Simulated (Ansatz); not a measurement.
**TeHS radical (SMILES S[Te]): single points off equilibrium**

How do the functionals fare away from a minimum? The structure is a frame of a short trajectory.

The runs use Ansatz 0.2.0, Gaussian basis; single points in def2-TZVPP.

Cores are frozen in the correlated methods. Filled d shells of the heavier atoms are correlated. Core potentials replace the inner electrons past krypton, and spin-orbit coupling is left out. Orbitals are unrestricted.

1 further run of the same task is left out (it didn't finish).

### 1 Starting geometry

3 atoms, charge 0, spin multiplicity 2.

Atoms are counted from 1 here; the program's logs count them from 0.

Bond lengths: S1–Te2 2.375 Å, S1–H3 1.328 Å. Angles: Te2–S1–H3 94.1°.

Geometry (Å):

```
atom     x (Å)     y (Å)     z (Å)
  S1  -0.59891   0.54009  -0.26605
 Te2   1.47780   0.18411   0.82930
  H3  -0.79418  -0.74831  -0.51967
```

### 2 PBE-D4/def2-TZVPP

run/in.yaml

```yaml
crystal:
  periodic: [false, false, false]
  atoms:
    - {symbol: S, position_ang: [-0.598913, 0.540085, -0.266046]}
    - {symbol: Te, position_ang: [1.477803, 0.184106, 0.829297]}
    - {symbol: H, position_ang: [-0.794184, -0.748313, -0.519669]}
basis:
  gaussian: {orbitals: def2-TZVPP}
magnetization: {spin_polarized: true, initial_magnetization: 1}
hamiltonian: {xc: pbe, dispersion: d4}
output: {forces: true}
```

The run is started by

```sh
$ ansatz run in.yaml --threads 2 --pin off --events-out ev --progress --plain --max-ram 3481MiB
```

### 3 r2SCAN-D4/def2-TZVPP

Changes to run/in.yaml since step 2:

```diff
@@ -9,3 +9,3 @@
 magnetization: {spin_polarized: true, initial_magnetization: 1}
-hamiltonian: {xc: pbe, dispersion: d4}
+hamiltonian: {xc: r2scan, dispersion: d4}
 output: {forces: true}
```

### 4 PBE0-D4/def2-TZVPP

Changes to run/in.yaml since step 3:

```diff
@@ -9,3 +9,3 @@
 magnetization: {spin_polarized: true, initial_magnetization: 1}
-hamiltonian: {xc: r2scan, dispersion: d4}
-output: {forces: true}
+hamiltonian: {xc: pbe0, dispersion: d4}
+output: {forces: true, orbitals: {seedname: orbitals}}
```

### 5 wB97M-V/def2-TZVPP

Changes to run/in.yaml since step 4:

```diff
@@ -9,3 +9,3 @@
 magnetization: {spin_polarized: true, initial_magnetization: 1}
-hamiltonian: {xc: pbe0, dispersion: d4}
-output: {forces: true, orbitals: {seedname: orbitals}}
+hamiltonian: {xc: {name: wB97M-V}}
+output: {forces: true}
```

### 6 CCSD(T)/def2-TZVPP

Changes to run/in.yaml since step 5:

```diff
@@ -9,3 +9,4 @@
 magnetization: {spin_polarized: true, initial_magnetization: 1}
-hamiltonian: {xc: {name: wB97M-V}}
+correlation: {method: ccsd_t}
+scf: {omitted_lower_state_checks: [cluster_reference]}
 output: {forces: true}
```

(Steps that only read results are left out.)

Q: Predict the outcome of this session. Wanted: energy less free atoms, CCSD(T)/def2-TZVPP; RMS force component; RMS force error; HOMO and LUMO, PBE0-D4; T1 diagnostic.

The runs gave:

| quantity | value |
| --- | --- |
| energy less free atoms, CCSD(T)/def2-TZVPP | -6.059 eV |
| RMS force component | 0.211 to 0.348 eV/Å over the methods |
| RMS force error | PBE-D4 0.194, r2SCAN-D4 0.083, PBE0-D4 0.128, wB97M-V 0.110 eV/Å |
| HOMO and LUMO, PBE0-D4 | -6.36 and -3.82 eV |
| T1 diagnostic | 0.017 |

In words: Against CCSD(T) the functionals' energies less atoms differ by -0.704 to -0.369 eV, PBE-D4 by -0.704 eV. CCSD(T) in triple zeta still lacks some correlation energy of the bonds, so part of these gaps is its own basis error and they don't rank the functionals. For forces r2SCAN-D4 does best and PBE-D4 worst. Frozen-core CCSD(T) forces in triple zeta carry basis errors of their own, and this is one geometry, so small gaps rank nothing.
